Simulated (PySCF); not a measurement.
**GeSe−: from the state search to spectroscopic constants**

One job finds the state of GeSe−, follows it along the bond with each method and fits the curves.

Computed with PySCF 2.14.0. Level: Ge def2-TZVPPD, Se def2-TZVPPD, no relativity.

## Step 1: The job

A driver script around PySCF takes these settings:

```json
{"atoms": "Ge, Se", "charge": "-1", "basis": "Ge def2-TZVPPD, Se def2-TZVPPD", "Hamiltonian": "no relativity", "basis functions": "111", "electrons treated": "67", "masses in u": "73.9212, 79.9165", "levels": "PBE0, PBE, r²SCAN, BLYP, PBEsol, TPSS, PW91, M06-2X, LC-ωPBE, HF, MP2, SCS-MP2", "grid": "80 radial by 434 angular points", "occupations": "held fixed by the projection of orbital angular momentum", "dissociation limit": "Ge + Se−, each in its ground configuration", "starting distance in angstrom": "2.375", "values of 2S to try": "1, 3"}
```

Run with:

```
> OMP_NUM_THREADS=2 python dia.py task.json out
```

The runs that follow: First curve: PBE0; Higher solutions at PBE0; PBE; r²SCAN (meta-GGA); BLYP; PBEsol; TPSS (meta-GGA); PW91; M06-2X; LC-ωPBE; UHF (mean field).

**Question.** What will these runs give? Wanted: for each run, Re; ωe; De; μ.

**Answer**, as computed:

Lowest PBE0 solution found, without spin–orbit coupling: ²Π (doublet), unpaired electrons π ↑. State 2 has its PBE0 minimum 1.92 eV higher. The other levels ran on the lowest alone.

```csv
level,Re (Å),ωe (cm⁻¹),De (eV),μ (D)
UHF,2.257,344,2.31,-1.14
UHF-MP2,2.244,345,3.92,n/a
UHF-SCS-MP2,2.252,341,3.73,n/a
PBE,2.281,316,4.04,-0.32
PBEsol,2.261,325,4.33,-0.18
PW91,2.280,316,4.06,-0.34
BLYP,2.307,301,3.79,-0.49
TPSS,2.272,319,3.96,-0.32
r²SCAN,2.257,331,4.00,-0.28
PBE0,2.254,335,3.86,-0.46
M06-2X,2.269,336,3.63,-0.87
LC-ωPBE,2.218,360,3.56,-0.64
```

De is counted to Ge + Se− in their ground configurations. A positive dipole points from Ge to Se; in an ion it is taken about the centre of mass and does not tell which atom is negative.

**Reading.** The methods spread over 0.088 Å in bond length, from LC-ωPBE to BLYP. Among the levels with a De in the table, it runs from 2.31 eV (UHF) to 4.33 eV (PBEsol).

Correlated steps freeze 18 core orbitals. With some functionals the highest level of the anion is positive, from self-interaction error or because the anion is truly unbound there; the finite basis then holds the extra electron, and no neutral molecule was run to test the binding.
